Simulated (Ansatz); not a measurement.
Turn this script for Ansatz's Python interface into the input file that the command-line program reads.

`energy.py`:
```python
import argparse
import warnings

import ansatz as az
from ase import Atoms

parser = argparse.ArgumentParser(description="Electronic structure of the CH3FO2Si molecule.")
parser.add_argument("--basis-set", default="def2-TZVP", help="basis")
args = parser.parse_args()

warnings.simplefilter("ignore", az.DeckWarning)

atoms = Atoms(["O", "Si", "F", "C", "O", "H", "H", "H"], positions=[
    (-0.4667, 0.9527, 1.5471),
    (0.3374, -0.0095, 0.5645),
    (1.8766, 0.0798, 0.7798),
    (-0.2345, -0.8445, -0.9008),
    (0.0737, 0.5018, -1.0066),
    (-0.5266, 1.9324, 1.2262),
    (-1.3355, -1.092, -0.8995),
    (0.3677, -1.5779, -1.3665),
])
ch3fo2si = az.Crystal.molecule_from_ase(atoms)

calculation = (
    ch3fo2si.calculation()
    .basis(gaussian=args.basis_set)
    .functional(az.LibraryFunctional("B2GP-PLYP"))
)
trace = []
res = calculation.session().plan().execute(on_event=trace.append)
r = res.report
for event in trace:
    if event["event"] == "mean_field_evaluation" and event["data"]["evaluation"] <= 25:
        print("pass {evaluation:3d}  E = {energy_ev:.6f} eV  gradient {gradient_ev:.1e}".format(**event["data"]))

print("reference energy %16.6f eV" % r["reference_energy_ev"])
print("total energy     %16.6f eV" % r["free_energy_ev"])
print("occupied (up, down):", r["n_occupied"], " virtual:", r["n_virtual"], " frozen:", r["n_frozen"])
```

```console
$ python energy.py
pass   1  E = -15751.971134 eV  gradient 6.0e+01
pass   2  E = -15752.160236 eV  gradient 6.1e+01
pass   3  E = -15752.856708 eV  gradient 5.9e+01
pass   4  E = -15758.256329 eV  gradient 4.9e+00
pass   5  E = -15758.289219 eV  gradient 2.5e+00
pass   6  E = -15758.299775 eV  gradient 3.6e-01
pass   7  E = -15758.299683 eV  gradient 3.6e-01
pass   8  E = -15758.316053 eV  gradient 4.4e-01
pass   9  E = -15758.316407 eV  gradient 1.4e-01
pass  10  E = -15758.316443 eV  gradient 6.2e-02
pass  11  E = -15758.316450 eV  gradient 1.4e-02
pass  12  E = -15758.316451 eV  gradient 1.3e-02
pass  13  E = -15758.316452 eV  gradient 4.1e-03
pass  14  E = -15758.316452 eV  gradient 1.2e-03
pass  15  E = -15758.316452 eV  gradient 4.5e-04
pass  16  E = -15758.316452 eV  gradient 4.6e-04
pass  17  E = -15758.316452 eV  gradient 7.4e-05
pass  18  E = -15758.316452 eV  gradient 1.8e-05
pass  19  E = -15758.316452 eV  gradient 1.9e-05
pass  20  E = -15758.316452 eV  gradient 5.8e-06
pass  21  E = -15758.316452 eV  gradient 1.8e-06
pass  22  E = -15758.316452 eV  gradient 1.8e-06
reference energy    -15758.316561 eV
total energy        -15769.395776 eV
occupied (up, down): [15, 15]  virtual: [155, 155]  frozen: 9
```

`input.yaml`:
```yaml
crystal:
  periodic: [false, false, false]
  atoms:
    - { symbol: O, position_ang: [-0.4667, 0.9527, 1.5471] }
    - { symbol: Si, position_ang: [0.3374, -0.0095, 0.5645] }
    - { symbol: F, position_ang: [1.8766, 0.0798, 0.7798] }
    - { symbol: C, position_ang: [-0.2345, -0.8445, -0.9008] }
    - { symbol: O, position_ang: [0.0737, 0.5018, -1.0066] }
    - { symbol: H, position_ang: [-0.5266, 1.9324, 1.2262] }
    - { symbol: H, position_ang: [-1.3355, -1.092, -0.8995] }
    - { symbol: H, position_ang: [0.3677, -1.5779, -1.3665] }
basis:
  gaussian: { orbitals: def2-TZVP }
hamiltonian:
  xc: { name: B2GP-PLYP }
```

The program run on that file:
```console
$ ansatz run input.yaml --threads 1 --pin off --max-ram 4096MiB --backend cpu --events-out ev --progress --plain --runs-dir out
Engine: ansatz 0.2.0, aarch64-unknown-linux-gnu
Functional definition: B2GP-PLYP
  parameter a = 0.65
  parameter c = 0.36
  exchange = (1 - a)*b88_x + a*exact_x
  correlation = (1 - c)*lyp_c + c*(mp2_os + mp2_ss)
1182 factors; integrals over basis functions are off by at most 1.1e-3 eV
mean field evaluation 1: about -15751.9711 eV, gradient 6.0e1 eV
mean field evaluation 2: about -15752.1602 eV, gradient 6.1e1 eV
mean field evaluation 4: about -15758.2563 eV, gradient 4.9e0 eV
mean field evaluation 8: about -15758.3161 eV, gradient 4.4e-1 eV
mean field evaluation 16: about -15758.3165 eV, gradient 4.6e-4 eV
mean field -15758.31645212 eV, -579.1074482451 hartree, gradient 1.8e-6 eV, S^2 0.000000; 0 other end points of the search recorded, 0 dependent functions left out
9 core orbitals not correlated: weight in the atoms' cores, before any rotation towards them, 1.000 or more for the frozen orbitals, at most 0.000 for the correlated occupied ones
reference -15758.31656086 eV, -579.1074522411 hartree; 15, 15 occupied and 155, 155 virtual orbitals, 1182 factors
second order -30.77559659 eV of doubles, -0.00000000 eV of singles
Total energy: -15769.39577563 eV, -579.5146058741 hartree
```

Notes:
- These settings explore the input space; basis and method may be short of convergence.
- The geometry is a force-field or estimated start, not a minimum of this method, and the basis set is short of its limit.
- For a double hybrid the total adds scaled second-order correlation to the self-consistent reference.
- Early passes use coarser integrals and grids, so their energies can't be compared with the last.
- Run time: 11 s on 1 thread of Arm Neoverse V1 (shared host), peak memory 0.43 GiB.

(A comment or docstring line of the script was reworded after the run, the code is as it ran; lines on the test bed's own set-up are left out of the output.)
